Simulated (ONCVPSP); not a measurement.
# An ONCV potential for Zn, from input to tests

Task: generate the file, and judge it by its errors in other configurations, its logarithmic derivatives, its ghosts and its cutoff.

The numbers are computed with ONCVPSP 4.0.1 (PBE, scalar-relativistic, spin-unpolarised reference atom).

**1. Settings**

Typed settings, in words:

```json
{
  "element": "zinc (Zn, Z = 30)",
  "type": "optimised norm-conserving Vanderbilt (ONCV)",
  "frozen core": "[Ne] 3s2",
  "valence charge": "18",
  "reference configuration": "3p6 3d10 4s2",
  "partial waves": "4s: rc 1.65 bohr, ncon 4, nbas 8, qcut 5 1/bohr, 2 projectors, debl 2 Ha; 3p: rc 0.80 bohr, ncon 3, nbas 6, qcut 16.9 1/bohr, 1 projector; 3d: rc 1.00 bohr, ncon 4, nbas 8, qcut 18.6 1/bohr, 2 projectors, debl 2.8 Ha",
  "local potential": "polynomial inside 0.55 bohr (lpopt 5, dvloc0 3 Ha)",
  "core correction": "Teter function, fcfact 1.75, rcfact 1.6"
}
```

The outer shells as boxes (Hund's rule for the drawing; the calculation is spin-unpolarised):

```
[Ne] core
3s [↑↓]
3p [↑↓][↑↓][↑↓]
3d [↑↓][↑↓][↑↓][↑↓][↑↓]
4s [↑↓]
```

The nodes and maxima of the atom's own shells, from an earlier all-electron run, set the scale for the radii.

All-electron outer shells of the reference configuration (PBE, scalar-relativistic, ld1.x):

```json
{"shell": "3s", "level (eV)": "-129.23", "outermost node (bohr)": "0.28", "outermost maximum (bohr)": "0.59"}
{"shell": "3p", "level (eV)": "-83.40", "outermost node (bohr)": "0.25", "outermost maximum (bohr)": "0.59"}
{"shell": "3d", "level (eV)": "-10.14", "outermost node (bohr)": "–", "outermost maximum (bohr)": "0.57"}
{"shell": "4s", "level (eV)": "-5.98", "outermost node (bohr)": "0.85", "outermost maximum (bohr)": "2.09"}
{"shell": "4p", "level (eV)": "-1.12", "outermost node (bohr)": "0.92", "outermost maximum (bohr)": "3.08"}
```

**2. Generating the potential**

Contents of Zn.dat:

```
# ATOM AND REFERENCE CONFIGURATION
# atsym  z   nc   nv     iexc    psfile
  Zn 30.00    4    3        4      upf
#
#   n    l    f
    1    0    2.00
    2    0    2.00
    2    1    6.00
    3    0    2.00
    3    1    6.00
    3    2   10.00
    4    0    2.00
#
# PSEUDOPOTENTIAL AND OPTIMIZATION
# lmax
    2
#
#   l,   rc,      ep,       ncon, nbas, qcut
    0    1.65    0.00    4    8    5.00
    1    0.80    0.00    3    6   16.90
    2    1.00    0.00    4    8   18.60
#
# LOCAL POTENTIAL
# lloc, lpopt,  rc(5),   dvloc0
    4    5    0.55    3.00
#
# VANDERBILT-KLEINMAN-BYLANDER PROJECTORs
# l, nproj, debl
    0    2    2.00
    1    1    3.70
    2    2    2.80
#
# MODEL CORE CHARGE
# icmod, fcfact, rcfact
    3    1.75    1.60
#
# LOG DERIVATIVE ANALYSIS
# epsh1, epsh2, depsh
   -5.00    5.00    0.04
#
# OUTPUT GRID
# rlmax, drl
    6.00    0.01
#
# TEST CONFIGURATIONS
# ncnf
    4
# nvcnf
#   n    l    f
    3
    3    1    6.00
    3    2   10.00
    4    0    1.00
#
    3
    3    1    6.00
    3    2   10.00
    4    0    0.00
#
    3
    3    1    6.00
    3    2    9.00
    4    0    0.00
#
    4
    3    1    6.00
    3    2   10.00
    4    0    0.00
    4    1    1.00
#
```

Command:

```
$ oncvpsp.x < Zn.dat > Zn.out
```

What does the calculation give? Wanted: cutoffs for 1 and 0.1 mHa per electron, occupied waves; bound ghosts; GHOST(+) flags; largest test error; largest phase difference near zero energy, channels read; rms error of d²Exc/dn², without and with the model core.

As calculated:

| quantity | value |
| --- | --- |
| cutoffs for 1 and 0.1 mHa per electron, occupied waves | 115 Ha and 131 Ha |
| bound ghosts | s at -100.50 eV |
| GHOST(+) flags | s at 322 eV |
| largest test error (AE − PS) | -37 meV, for 3p6 3d10 4s0 (1 test unsolved) |
| largest phase difference near zero energy, channels read | 0.003 rad |
| rms error of d²Exc/dn², without and with the model core | 3.58 and 2.31 mHa |

What this shows: It has a bound ghost (s), a state that the atom doesn't have, and that rules the file out. The worst unpolarised test, 3p6 3d10 4s0, is off by 37 meV on 28.3 eV; by total energies transferability rates as fair where solved. Of the tests 1 gave no usable energy difference, which is a warning in itself. It counts as very hard, with 115 Ha needed at the looser tolerance. At the looser tolerance the 3d wave is the slowest; 3p needs 87 Ha. Near zero energy the phases of the channels with partial waves agree within 0.003 rad. The program also flags highly localised states, GHOST(+) (s).
